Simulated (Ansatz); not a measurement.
# Ga4Sb3P: the cell at several levels of theory

How does the equilibrium cell of Ga4Sb3P, ordered on the zincblende lattice (Pmm2) with 8 atoms a cell depend on the functional? It is relaxed with PBE and r2SCAN. This is a trial cell built on a prototype, not taken from a measured structure, and it needn't be the compound's ground state.

The runs shown are made with Ansatz 0.2.0. PAW datasets, plane waves, zero pressure. The cell comes from a prototype generator: it can be a known phase or a hypothetical one. Spin polarisation is off.

**1. Starting point**

This is the cell as the run starts from it, not yet at rest; its lengths are not the crystal's.

It is orthorhombic, Pmm2 (No. 25); conventional cell a = 4.091 Å, b = 8.182 Å, c = 5.786 Å, 24.21 Å³ an atom. Near P stand 4 Ga at 2.51 Å; near Ga stand 2 P at 2.51 Å and 2 Sb at 2.51 Å; near Sb stand 4 Ga at 2.51 Å; near Ga stand 3 Sb at 2.51 Å and 1 P at 2.51 Å.

As a file:

```cif
data_structure
_symmetry_space_group_name_H-M 'Pmm2'
_symmetry_Int_Tables_number 25
_cell_length_a 4.0911
_cell_length_b 8.1821
_cell_length_c 5.7856
_cell_angle_alpha 90.000
_cell_angle_beta 90.000
_cell_angle_gamma 90.000
_cell_volume 193.67
loop_
_atom_site_label
_atom_site_type_symbol
_atom_site_symmetry_multiplicity
_atom_site_Wyckoff_symbol
_atom_site_fract_x
_atom_site_fract_y
_atom_site_fract_z
_atom_site_occupancy
P1 P 1 a 0.00000 0.00000 0.00000 1
Ga1 Ga 1 c 0.50000 0.00000 0.75000 1
Sb1 Sb 2 h 0.50000 0.75000 0.50000 1
Ga2 Ga 2 g 0.00000 0.75000 0.25000 1
Sb2 Sb 1 b 0.00000 0.50000 0.00000 1
Ga3 Ga 1 d 0.50000 0.50000 0.75000 1
```

**2. Relaxation with PBE**

Input file input.yaml:

```yaml
crystal:
  lattice:
    - [4.0910561187, 0.0, 0.0]
    - [0.0, 8.1821122375, 0.0]
    - [0.0, 0.0, 5.7856270475]
  atoms:
    - { symbol: P, position: [0.0, 0.0, 0.0] }
    - { symbol: Ga, position: [0.5, 0.0, 0.75] }
    - { symbol: Sb, position: [0.5, 0.75, 0.5] }
    - { symbol: Ga, position: [0.0, 0.75, 0.25] }
    - { symbol: Sb, position: [0.0, 0.5, 0.0] }
    - { symbol: Ga, position: [0.5, 0.5, 0.75] }
    - { symbol: Sb, position: [0.5, 0.25, 0.5] }
    - { symbol: Ga, position: [0.0, 0.25, 0.25] }
kpoints:
  mp_grid: { grid: [6, 4, 4] }
hamiltonian:
  xc: pbe
scf:
  occupations: { method: fermi_dirac, width: 0.02 }
relax:
  f_tol: 0.005
  cell: {}
```

Launch:

```sh
$ ansatz run input.yaml --threads 4 --pin off --max-ram 6451MiB --backend cpu --events-out ev --progress --plain --runs-dir out
```

Further steps of the session: Relaxation with r2SCAN.

What does the calculation give? Wanted: for each run, a; b; c; volume; space group; SCF geometries.

The runs gave:

| level | a (Å) | b (Å) | c (Å) | volume (Å³/atom) | space group | SCF geometries |
| --- | --- | --- | --- | --- | --- | --- |
| PBE | 4.271 | 8.550 | 6.020 | 27.479 | Pmm2 | 8 |
| r2SCAN | 4.219 | 8.443 | 5.943 | 26.459 | Pmm2 | 6 |

**Reading.** From the start to the first minimum the volume moved by +13.5 %. The volume runs from r2SCAN (least) to PBE (most), a spread of 3.9 %, or 1.3 % in length if all axes shared it alike.
